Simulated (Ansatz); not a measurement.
# Ba2Tl5V3O12 in Ansatz: the effect of functional

The system is Ba2Tl5V3O12.

```
Ba V Tl O
1.0
     6.65272    0.04946    0.02017
     2.86070    8.36464    0.00384
     2.68279    2.46936    9.19569
Ba V Tl O
2 3 5 12
Direct
  0.80419 0.04665 0.02264
  0.21205 0.95157 0.34012
  0.74540 0.70796 0.33582
  0.25963 0.26599 0.03225
  0.04074 0.07695 0.66106
  0.25636 0.39847 0.35003
  0.58966 0.34866 0.60553
  0.57327 0.88069 0.66842
  0.74552 0.49664 0.11648
  0.11891 0.64206 0.74303
  0.28433 0.09717 0.54175
  0.85350 0.49575 0.34386
  0.40255 0.20448 0.17282
  0.88414 0.05377 0.55967
  0.14017 0.47956 0.98899
  0.54627 0.73631 0.48712
  0.90594 0.24279 0.73262
  0.61543 0.80058 0.18857
  0.05538 0.16451 0.10164
  0.08209 0.90404 0.80708
  0.44178 0.20123 0.89187
  0.94269 0.80417 0.30862
```

The cell was built by a generator and needn't be a form met in nature.

Alike in all runs:

```yaml
Program: Ansatz 0.2.0
Task: band structure
Potentials_or_basis: all-electron LAPW, scalar-relativistic
Cutoff: 492 eV (chosen from the basis error)
Basis_error_allowed: 0.003 eV/atom
k_mesh: 4 × 3 × 2
Occupations: fermi-dirac, width 0.05 eV
Spin: collinear spin, ferromagnetic start
Starting_moments: "[0.0, 0.0, 2.0, 2.0, 2.0, 0.0, 0.0, 0.0, 0.0, 0.0, 0.0, 0.0, 0.0, 0.0, 0.0, 0.0, 0.0, 0.0, 0.0, 0.0, 0.0, 0.0] μB"
```

```csv
functional,gap on the mesh (eV),pressure (GPa),largest force (eV/Å)
RPBE,?,?,?
LDA,2.81,-4.8,0.73
PBEsol,2.86,-2.6,0.38
```

Question: What does the run with functional RPBE give?

Answer: gap on the mesh 2.99 eV; pressure 2.1 GPa; largest force 0.23 eV/Å.

Caveats: spin-orbit coupling is left out, which as a rule narrows the gap of such compounds by several tenths of an eV; the starting moments weren't kept.

